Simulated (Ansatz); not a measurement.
# C₂H₆BO₂ radical: small, medium and large basis sets

An exercise on one series of results from a longer session: the logs are not shown, and one member is left open.

Program: Ansatz 0.2.0, Gaussian basis. Level of theory: one geometry, several basis sets. These are calculated values, not measurements.

Plan: PBE0-D4/def2-SVP; ωB97M-V/def2-SVP; PBE0-D4/def2-QZVPP; ωB97M-V/def2-QZVPP; the functionals' def2-TZVPP values are taken from earlier runs.

**The geometry**

All runs share one geometry, relaxed beforehand with PBE0-D4 in a triple-zeta def2 set.

11 atoms, charge 0, spin multiplicity 2.

Atoms are counted from 1 here; the program's logs count them from 0.

Bond lengths: C1–O2 1.413 Å, C1–H6 1.092 Å, C1–H7 1.093 Å, C1–H8 1.092 Å, O2–B3 1.341 Å, B3–O4 1.341 Å, O4–C5 1.413 Å, C5–H9 1.092 Å, C5–H10 1.093 Å, C5–H11 1.092 Å. Angles: O2–C1–H6 108.9°, O2–C1–H7 111.5°, O2–C1–H8 108.9°, H6–C1–H7 109.3°, H6–C1–H8 108.9°, H7–C1–H8 109.3°, C1–O2–B3 122.4°, O2–B3–O4 121.0°, B3–O4–C5 122.4°, O4–C5–H9 108.9°, O4–C5–H10 111.5°, O4–C5–H11 108.9°, H9–C5–H10 109.3°, H9–C5–H11 108.9°, H10–C5–H11 109.3°.

Geometry (Å):

```xyz
11
charge 0, multiplicity 2
C    -0.6058    2.1146   -0.9774
O    -0.7161    0.7120   -0.8502
B     0.0253    0.0081    0.0177
O    -0.1044   -1.3230    0.1160
C     0.6606   -2.0940    1.0194
H    -0.3410    2.3558   -2.0087
H     0.1545    2.5190   -0.3046
H    -1.5715    2.5684   -0.7456
H     1.2412   -2.8269    0.4557
H     1.3387   -1.4684    1.6050
H    -0.0161   -2.6228    1.6935
```

Set-up of the first run:

in.yaml

```yaml
crystal:
  periodic: [false, false, false]
  atoms:
    - {symbol: C, position_ang: [-0.605809, 2.114640, -0.977420]}
    - {symbol: O, position_ang: [-0.716063, 0.712026, -0.850233]}
    - {symbol: B, position_ang: [0.025329, 0.008143, 0.017698]}
    - {symbol: O, position_ang: [-0.104362, -1.322993, 0.116012]}
    - {symbol: C, position_ang: [0.660563, -2.094005, 1.019391]}
    - {symbol: H, position_ang: [-0.341017, 2.355808, -2.008726]}
    - {symbol: H, position_ang: [0.154470, 2.518984, -0.304588]}
    - {symbol: H, position_ang: [-1.571452, 2.568376, -0.745603]}
    - {symbol: H, position_ang: [1.241187, -2.826891, 0.455684]}
    - {symbol: H, position_ang: [1.338741, -1.468383, 1.604964]}
    - {symbol: H, position_ang: [-0.016087, -2.622806, 1.693521]}
basis:
  gaussian: {orbitals: def2-SVP}
magnetization: {spin_polarized: true, initial_magnetization: 1}
hamiltonian: {xc: pbe0, dispersion: d4}
output: {orbitals: {seedname: orbitals}}
```

The run is started by

```sh
> ansatz run in.yaml --threads 4 --pin off --events-out ev --progress --plain --max-ram 10444MiB
```

Among the steps run: PBE0-D4 in def2-SVP; ωB97M-V in def2-SVP; PBE0-D4 in def2-QZVPP; ωB97M-V in def2-QZVPP.

One table of the session follows, with a row left open; its other results are not shown here.

It belongs to the step «Functionals by basis». 

```
functional       basis  HOMO (eV)
   PBE0-D4    def2-SVP      -5.43
   PBE0-D4  def2-TZVPP      -5.57
   PBE0-D4  def2-QZVPP      -5.60
   ωB97M-V    def2-SVP      -7.28
   ωB97M-V  def2-TZVPP          ?
   ωB97M-V  def2-QZVPP      -7.48
```

Q: Estimate the row for ωB97M-V, def2-TZVPP from the others.

As computed: HOMO (eV): -7.46. In the column «HOMO (eV)» it lies between ωB97M-V, def2-QZVPP (-7.48) and ωB97M-V, def2-SVP (-7.28).
